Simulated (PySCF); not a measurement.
# RuBr6 (-2): ligand-field states, part 2 of 2

PySCF 2.14.0. Atoms count from 0. Earlier steps stand in the parts before.

## 4. Ligand-field states: state-averaged CASSCF (basis x2c-TZVPall) in water

Job settings and geometry (Å):

```
{"job": {"kind": "lf", "basis": "x2c-TZVPall", "nevpt": true, "solvent": "water"}, "charge": -2, "metal": "Ru", "open_shell": "d4"}
Ru     0.000000     0.000000     0.000000
Br     2.501521     0.000000     0.000000
Br    -2.501521    -0.000000    -0.000000
Br    -0.000000     2.501521    -0.000000
Br     0.000000    -2.501521     0.000000
Br    -0.000000    -0.000000     2.501521
Br     0.000000     0.000000    -2.501521
```

Level: state-averaged CASSCF of the metal d shell, SC-NEVPT2 on the averaged canonical orbitals, state-interaction spin-orbit coupling.

What it wrote:

```text
basis functions 351, electrons 256, active (4e, 5o)
stage 1: DIIS on the effective Fock matrix, level shift 0.30
cycle   1  E = -20150.4943314499  dE = -2.015e+04  max|g| = 1.419e+00
cycle   2  E = -20153.3511428947  dE = -2.857e+00  max|g| = 8.161e-01
cycle   3  E = -20154.8182827147  dE = -1.467e+00  max|g| = 4.636e-01
cycle   4  E = -20153.8452534969  dE =  9.730e-01  max|g| = 6.311e-01
cycle   5  E = -20153.2041594216  dE =  6.411e-01  max|g| = 1.033e+00
cycle   6  E = -20152.6054764965  dE =  5.987e-01  max|g| = 1.342e+00
cycle   7  E = -20152.6994761172  dE = -9.400e-02  max|g| = 1.259e+00
cycle   8  E = -20153.0247790918  dE = -3.253e-01  max|g| = 1.285e+00
cycle   9  E = -20152.9211002294  dE =  1.037e-01  max|g| = 1.353e+00
cycle  10  E = -20152.9851373907  dE = -6.404e-02  max|g| = 1.305e+00
cycle  11  E = -20152.9853591253  dE = -2.217e-04  max|g| = 1.290e+00
cycle  12  E = -20153.0649188554  dE = -7.956e-02  max|g| = 1.012e+00
cycle  13  E = -20153.3633618212  dE = -2.984e-01  max|g| = 1.089e+00
cycle  14  E = -20153.6540109604  dE = -2.906e-01  max|g| = 9.078e-01
cycle  15  E = -20154.6945699227  dE = -1.041e+00  max|g| = 4.108e-01
stage 2: quasi-Newton rotations from the point of smallest gradient
cycle  17  E = -20154.8816476104  dE = -1.871e-01  max|g| = 1.943e-01
cycle  18  E = -20155.0015011408  dE = -1.199e-01  max|g| = 1.119e-01
cycle  21  E = -20155.0125309484  dE = -1.103e-02  max|g| = 5.261e-02
cycle  22  E = -20155.0253824677  dE = -1.285e-02  max|g| = 4.679e-02
cycle  23  E = -20155.0269720079  dE = -1.590e-03  max|g| = 8.782e-03
cycle  24  E = -20155.0271544892  dE = -1.825e-04  max|g| = 1.557e-03
cycle  25  E = -20155.0271616209  dE = -7.132e-06  max|g| = 4.824e-04
cycle  26  E = -20155.0271622378  dE = -6.169e-07  max|g| = 9.039e-05
cycle  27  E = -20155.0271622641  dE = -2.621e-08  max|g| = 2.662e-05
cycle  28  E = -20155.0271622654  dE = -1.302e-09  max|g| = 5.960e-06
converged average energy = -20155.0271622654

 mult deg   label        CASSCF/cm-1   NEVPT2/cm-1
   3   3   3T1g                0.0           0.0
   1   3   1T2g             7991.4        7891.7
   1   2   1Eg              9057.2        8598.4
   5   2   5Eg              5027.7       17329.4
   1   1   1A1g            17017.0       19126.2
   3   2   3Eg             15864.4       26798.3
   3   3   3T1g            19541.2       30782.1
   3   3   3T2g            20114.1       31273.9
   3   1   3A1g            20834.7       31453.3
   3   2   3Eg             22122.8       32337.3
   3   1   3A2g            21536.9       32397.3
   1   1   1A2g            24344.0       34955.0
   1   3   1T2g            24327.5       34956.2
   1   3   1T1g            25982.8       36351.7
   1   2   1Eg             26982.5       36464.6
   1   1   1A1g            34450.0       38557.0
   3   3   3T2g            31986.3       40223.7
   3   3   3T1g            31575.2       40884.7
   1   3   1T1g            37286.2       44667.4
   1   3   1T2g            38641.4       45949.2
   5   3   5T2g            30973.3       48839.4
   3   3   3T1g            41332.5       56380.2
   3   3   3T2g            42030.3       56929.5
   3   3   3T2g            45108.7       58170.4
   3   3   3T1g            48120.9       60761.4
   1   3   1T2g            46538.6       60976.2
   3   2   3Eg             46423.9       61031.2
   1   2   1Eg             48272.6       62396.4
   1   1   1A1g            49533.6       62992.1
   3   3   3T1g            55364.7       64319.7
   1   3   1T2g            52659.1       64578.3
   1   3   1T1g            54873.0       65710.1
   1   1   1A2g            54535.3       66078.9
   1   2   1Eg             61938.2       70766.4
   3   1   3A2g            61206.0       70846.5
   1   3   1T2g            67003.5       72335.0
   1   2   1Eg             75619.9       78460.5
   3   3   3T1g            72549.8       81909.1
   1   1   1A1g            81439.8       82867.7
   3   3   3T2g            77255.9       84390.3
   1   3   1T1g            75789.5       84914.1
   1   3   1T2g            84936.8       87997.6
   1   1   1A1g           110871.1       99899.2

spin-orbit levels / cm-1
      0.00  x1  3T1g 0.99
    700.88  x3  3T1g 1.00
   1706.42  x3  3T1g 0.99
   1726.98  x2  3T1g 0.99
   9233.90  x3  1T2g 0.98
   9921.51  x2  1Eg 0.99
  18550.84  x1  5Eg 1.00
  18556.93  x3  5Eg 1.00
  18563.13  x2  5Eg 0.99
  18568.59  x3  5Eg 0.99
  18574.11  x1  5Eg 0.99
  20480.08  x1  1A1g 0.99
  27945.57  x3  3Eg 0.98
  28026.07  x3  3Eg 0.99
  31274.26  x1  3T1g 0.99
  31519.84  x3  3T1g 0.92 3A1g 0.05
  32111.22  x2  3T2g 0.89 3T1g 0.10
  32162.25  x3  3T2g 0.97
  32374.82  x3  3T1g 0.94 3Eg 0.05
  32445.07  x2  3T1g 0.90 3T2g 0.10
  32735.62  x3  3T2g 0.88 3A2g 0.06 3Eg 0.03
  32741.24  x3  3A1g 0.93 3T1g 0.06
  33205.27  x1  3T2g 0.98
  33556.09  x3  3Eg 0.53 3A2g 0.41 3T1g 0.03
  33621.50  x3  3Eg 0.98
  33679.97  x3  3A2g 0.51 3Eg 0.37 3T2g 0.09
```

It took 4.6 min on 1 thread of Arm Neoverse V1, shared host; peak memory 1.2 GiB.

Warnings kept with the result: an active orbital is not mainly the metal shell.

An active orbital is only 57 % metal, under the run's own bar for a metal shell, so levels, ζ, ground spin and magnetism of this run may not be those of the metal's shell and are not read here.

## 5. Ligand-field states: state-averaged CASSCF (avg hs) in water

Settings changed since step 4:

```diff
@@ -1,2 +1,2 @@
-{"job": {"kind": "lf", "basis": "x2c-TZVPall", "nevpt": true, "solvent": "water"}, "charge": -2, "metal": "Ru", "open_shell": "d4"}
+{"job": {"kind": "lf", "basis": {"metal": "x2c-TZVPall", "ligand": "x2c-SVPall"}, "nevpt": true, "solvent": "water", "avg": "hs"}, "charge": -2, "metal": "Ru", "open_shell": "d4"}
 Ru     0.000000     0.000000     0.000000
```

Method: state-averaged CASSCF of the metal d shell, SC-NEVPT2 on the averaged canonical orbitals, state-interaction spin-orbit coupling.

What it wrote:

```text
basis functions 255, electrons 256, active (4e, 5o)
stage 1: DIIS on the effective Fock matrix, level shift 0.30
cycle   1  E = -20149.0628775953  dE = -2.015e+04  max|g| = 1.201e+00
cycle   2  E = -20151.2485907573  dE = -2.186e+00  max|g| = 7.792e-01
cycle   3  E = -20151.1259432809  dE =  1.226e-01  max|g| = 7.794e-01
cycle   4  E = -20151.0662843505  dE =  5.966e-02  max|g| = 6.024e-01
cycle   5  E = -20150.6376448124  dE =  4.286e-01  max|g| = 1.001e+00
cycle   6  E = -20150.5003572549  dE =  1.373e-01  max|g| = 1.224e+00
cycle   7  E = -20151.0135381982  dE = -5.132e-01  max|g| = 9.858e-01
cycle   8  E = -20151.5852130527  dE = -5.717e-01  max|g| = 6.292e-01
cycle   9  E = -20151.8016508756  dE = -2.164e-01  max|g| = 6.201e-01
cycle  10  E = -20152.0671709558  dE = -2.655e-01  max|g| = 2.829e-01
cycle  11  E = -20152.1499648298  dE = -8.279e-02  max|g| = 9.611e-02
cycle  12  E = -20152.1751495000  dE = -2.518e-02  max|g| = 8.163e-02
cycle  13  E = -20152.1978655591  dE = -2.272e-02  max|g| = 9.609e-02
cycle  14  E = -20152.2201315972  dE = -2.227e-02  max|g| = 8.380e-02
cycle  15  E = -20152.2344594267  dE = -1.433e-02  max|g| = 9.304e-02
stage 2: quasi-Newton rotations from the point of smallest gradient
cycle  17  E = -20152.2026127954  dE = -2.746e-02  max|g| = 1.064e-01
cycle  18  E = -20152.2384979551  dE = -3.589e-02  max|g| = 1.292e-01
cycle  21  E = -20152.2592429862  dE = -2.075e-02  max|g| = 6.054e-02
cycle  22  E = -20152.2888896465  dE = -2.965e-02  max|g| = 7.199e-02
cycle  23  E = -20152.2958760280  dE = -6.986e-03  max|g| = 6.154e-02
cycle  24  E = -20152.3030439053  dE = -7.168e-03  max|g| = 2.757e-02
cycle  25  E = -20152.3081165804  dE = -5.073e-03  max|g| = 2.614e-02
cycle  26  E = -20152.3214500989  dE = -1.333e-02  max|g| = 6.973e-02
cycle  28  E = -20152.3255060550  dE = -4.056e-03  max|g| = 1.507e-01
cycle  29  E = -20152.3493119680  dE = -2.381e-02  max|g| = 7.602e-02
cycle  30  E = -20152.3603459086  dE = -1.103e-02  max|g| = 3.623e-02
cycle  31  E = -20152.3634857818  dE = -3.140e-03  max|g| = 1.956e-02
cycle  32  E = -20152.3641413348  dE = -6.556e-04  max|g| = 7.813e-03
cycle  33  E = -20152.3642532510  dE = -1.119e-04  max|g| = 1.712e-03
cycle  34  E = -20152.3642723033  dE = -1.905e-05  max|g| = 8.005e-04
cycle  35  E = -20152.3642760859  dE = -3.783e-06  max|g| = 2.601e-04
cycle  36  E = -20152.3642763315  dE = -2.456e-07  max|g| = 7.709e-05
cycle  37  E = -20152.3642763756  dE = -4.410e-08  max|g| = 3.563e-05
cycle  38  E = -20152.3642763807  dE = -5.111e-09  max|g| = 1.426e-05
cycle  39  E = -20152.3642763819  dE = -1.197e-09  max|g| = 9.360e-06
converged average energy = -20152.3642763819

 mult deg   label        CASSCF/cm-1   NEVPT2/cm-1
   3   3   3T1g                0.0           0.0
   1   3   1T2g             8728.1        8423.9
   1   2   1Eg              9767.4        9257.9
   5   2   5Eg              2947.6       19669.2
   1   1   1A1g            17789.8       21667.0
   3   2   3Eg             14402.4       29478.0
   3   3   3T1g            18929.4       33818.2
   3   3   3T2g            19551.5       34313.6
   3   1   3A1g            20266.3       34560.0
   3   2   3Eg             21559.7       35481.1
   3   1   3A2g            20972.6       35557.9
   1   3   1T2g            23929.2       38124.3
   1   1   1A2g            23923.4       38211.9
   1   2   1Eg             26797.9       39549.1
   1   3   1T1g            25751.6       39578.9
   1   1   1A1g            35617.4       40513.7
   3   3   3T2g            32087.5       43999.6
   3   3   3T1g            31619.4       44677.4
   1   3   1T1g            37623.3       48603.5
   1   3   1T2g            39146.1       49800.8
   5   3   5T2g            30374.1       52704.0
   3   3   3T1g            41128.2       60464.2
   3   3   3T2g            41985.1       60884.9
   3   3   3T2g            45053.4       62231.2
   3   3   3T1g            48948.9       64996.7
   1   3   1T2g            46807.3       65048.9
   3   2   3Eg             46972.9       65377.2
   1   2   1Eg             48808.9       66828.9
   1   1   1A1g            50224.3       67410.9
   3   3   3T1g            55465.1       68724.3
   1   3   1T2g            53419.7       68973.5
   1   3   1T1g            55792.6       70230.6
   1   1   1A2g            55236.5       70655.2
   1   2   1Eg             63191.0       75535.2
   3   1   3A2g            63247.5       75641.7
   1   3   1T2g            68316.1       77147.9
   1   2   1Eg             77504.3       83784.8
   3   3   3T1g            75220.1       84867.1
   3   3   3T2g            80055.2       87240.1
   1   3   1T1g            78644.3       87712.6
   1   1   1A1g            84015.0       88024.0
   1   3   1T2g            88152.7       90257.6
   1   1   1A1g           117847.0       92986.7

spin-orbit levels / cm-1
      0.00  x1  3T1g 0.99
    699.29  x3  3T1g 1.00
   1719.17  x3  3T1g 0.99
   1743.88  x2  3T1g 0.99
   9770.80  x3  1T2g 0.99
  10581.43  x2  1Eg 0.99
  20899.13  x1  5Eg 1.00
  20905.15  x3  5Eg 1.00
  20911.28  x2  5Eg 1.00
  20916.62  x3  5Eg 0.99
  20921.94  x1  5Eg 0.99
  23007.77  x1  1A1g 0.99
  30639.55  x3  3Eg 0.99
  30712.61  x3  3Eg 0.99
  34305.89  x1  3T1g 0.99
  34566.74  x3  3T1g 0.93 3A1g 0.05
  35151.67  x2  3T2g 0.87 3T1g 0.12
  35209.95  x3  3T2g 0.97
  35424.91  x3  3T1g 0.95 3Eg 0.04
  35499.46  x2  3T1g 0.87 3T2g 0.12
  35791.67  x3  3T2g 0.90 3A2g 0.05
  35844.83  x3  3A1g 0.94 3T1g 0.05
  36238.59  x1  3T2g 0.98
  36713.76  x3  3Eg 0.59 3A2g 0.37
  36767.03  x3  3Eg 0.98
  36821.52  x3  3A2g 0.57 3Eg 0.34 3T2g 0.07
```

It took 2.9 min on 1 thread of Arm Neoverse V1, shared host; peak memory 1.4 GiB.

Warnings kept with the result: an active orbital is not mainly the metal shell.

An active orbital is only 59 % metal, under the run's own bar for a metal shell, so levels, ζ, ground spin and magnetism of this run may not be those of the metal's shell and are not read here.

## 6. Outcome

The summary covers parts 1 to 2.

| quantity | value |
| --- | --- |
| rotational constants (main isotopes) | 0.26, 0.26, 0.25 GHz |

**Reading.** Over 11 steps the energy fell by 0.039 eV; of the close pairs, Ru0–Br5 changed most, 2.455 to 2.505 Å. The next job takes another geometry, as its input shows. No frequency check was run at this level, so the end point may be a saddle. Steps 3, 4, 5 are set aside: its active space failed the test for the metal's shell.
